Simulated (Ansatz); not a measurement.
Working through a rigid scan of one bond length of AlH3S3, SMILES [SH][Al]([SH])[SH]

Program: Ansatz 0.2.0, Python API.

Run as a notebook:

In [1]:
```python
import ansatz as az
import numpy as np
```

In [2]:
```python
geometry_ang = [
    ("S", (-2.1985, 0.1686, 0.3487)),
    ("Al", (-0.0368, -0.197, 0.0714)),
    ("S", (1.3841, 0.2946, 1.7311)),
    ("S", (0.8063, -1.0678, -1.8729)),
    ("H", (-2.1159, 1.5078, -0.2002)),
    ("H", (1.2756, -0.974, 2.3044)),
    ("H", (0.9465, 0.1998, -2.4281)),
]
alh3s3 = az.Crystal.molecule()
for symbol, xyz in geometry_ang:
    alh3s3 = alh3s3.atom(symbol, xyz)
```

In [3]:
```python
symbols = [site.symbol for site in alh3s3.cartesian_sites]
start = np.array([site.position_ang for site in alh3s3.cartesian_sites])
axis = (start[0] - start[1]) / np.linalg.norm(start[0] - start[1])
moving = [0, 4]
lengths, energies = [1.945, 2.033, 2.121, 2.21, 2.298, 2.387, 2.475, 2.608], []
for length in lengths:
    xyz = start.copy()
    xyz[moving] += (length - np.linalg.norm(start[0] - start[1])) * axis
    point = az.Crystal.molecule()
    for symbol, place in zip(symbols, xyz):
        point = point.atom(symbol, place.tolist())
    base = point.calculation().basis(gaussian="def2-SVP").functional("HF").scf(lower_state_search="light")
    rep = base.run(threads=1, backend="cpu").report
    energies.append(rep["free_energy_ev"])
    print(f"r = {length:6.3f} A  E = {energies[-1]:.5f} eV  <S^2> = {abs(rep['mean_field']['state']['spin_squared']):.3f}")
```
```text
r =  1.945 A  E = -39072.59282 eV  <S^2> = 0.000
r =  2.033 A  E = -39073.02574 eV  <S^2> = 0.000
r =  2.121 A  E = -39073.24348 eV  <S^2> = 0.000
r =  2.210 A  E = -39073.30619 eV  <S^2> = 0.000
r =  2.298 A  E = -39073.25696 eV  <S^2> = 0.000
r =  2.387 A  E = -39073.12789 eV  <S^2> = 0.000
r =  2.475 A  E = -39072.94604 eV  <S^2> = 0.000
r =  2.608 A  E = -39072.60701 eV  <S^2> = 0.000
```

In [4]:
```python
# quartic fit about the minimum
fit = np.polynomial.Polynomial.fit(lengths, np.array(energies) - min(energies), 4).convert()
roots = [r.real for r in fit.deriv().roots() if abs(r.imag) < 1e-9 and fit.deriv(2)(r.real) > 0]
r_e = min(roots, key=lambda r: abs(r - lengths[int(np.argmin(energies))]))
print(f"minimum of the fit at {r_e:.4f} A, force constant {fit.deriv(2)(r_e):.2f} eV/A^2")
```
```text
minimum of the fit at 2.2089 A, force constant 14.39 eV/A^2
```

What to keep in mind:
- The settings weren't tested for convergence.
- The rest of the molecule is held rigid at a force-field or estimated start geometry, and the basis set is modest; single-reference methods fail as a bond breaks.
- Hartree-Fock leaves correlation out, so bond, atomisation and ionisation energies come out well too low.
- The orbitals are restricted, so S² is zero by construction.
- The whole script took 7.6 s on 1 thread of Arm Neoverse V1, with other jobs on the host, peak memory 0.22 GiB.
